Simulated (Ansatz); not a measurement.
# Ti3B: the cost of one run

Method: DFT PBE, scalar-relativistic, plane waves, PAW, in Ansatz 0.2.0.

### Step 1. The system as given

It takes space group I4/mmm (No. 139, tetragonal). The conventional cell has a = 3.557 Å, b = 3.557 Å, c = 7.946 Å, α = 90.00°, β = 90.00°, γ = 90.00°. Ti (site symmetry 4/mmm) is surrounded by 4 B at 2.52 Å and 8 Ti at 2.67 Å. Around Ti (site symmetry -4m2) lie 8 Ti at 2.52 to 2.67 Å and 4 B at 2.67 Å. B (site symmetry 4/mmm) is surrounded by 12 Ti at 2.52 to 2.67 Å.

As a file:

```xyz
4
Lattice="-1.7786 1.7786 3.9731 1.7786 -1.7786 3.9731 1.7786 1.7786 -3.9731" Properties=species:S:1:pos:R:3 pbc="T T T"
Ti    0.0000    0.0000    3.9731
Ti    1.7786    0.0000    1.9865
Ti    0.0000    1.7786    1.9865
B     0.0000    0.0000    0.0000
```

This is candidate A: TiAl3 (D0_22) type (I4/mmm, No. 139).

(A quick probe on a coarse mesh, which set the mesh and smearing, is not shown.)

### Step 3. Coarse relaxation (candidate A)

input.yaml reads:

```yaml
crystal:
  lattice:
    - [-1.7786479442, 1.7786479442, 3.9730837194]
    - [1.7786479442, -1.7786479442, 3.9730837194]
    - [1.7786479442, 1.7786479442, -3.9730837194]
  atoms:
    - { symbol: Ti, position: [0.5, 0.5, 0.0] }
    - { symbol: Ti, position: [0.25, 0.75, 0.5] }
    - { symbol: Ti, position: [0.75, 0.25, 0.5] }
    - { symbol: B, position: [0.0, 0.0, 0.0] }
basis:
  ecutwfc: 420
kpoints:
  mp_grid: { grid: [6, 6, 6] }
hamiltonian:
  xc: pbe
scf:
  occupations: { method: gaussian, width: 0.1 }
  lower_state_search: "off"
output:
  forces: true
  stress: true
  eigenvalues: true
relax:
  adjacent_minimum: "off"
  f_tol: 0.04
  max_steps: 70
  cell: { stress_tol: 0.4 }
```

On the command line:

```sh
$ ansatz run input.yaml --threads 1 --pin off --max-ram 2560MiB --backend cpu --events-out ev --progress --plain --runs-dir out
```

Q: Estimate wall time and peak memory on 1 thread of Intel Xeon 6975P-C (Granite Rapids), shared host.

About 7.9 s, with a peak of 0.39 GiB.
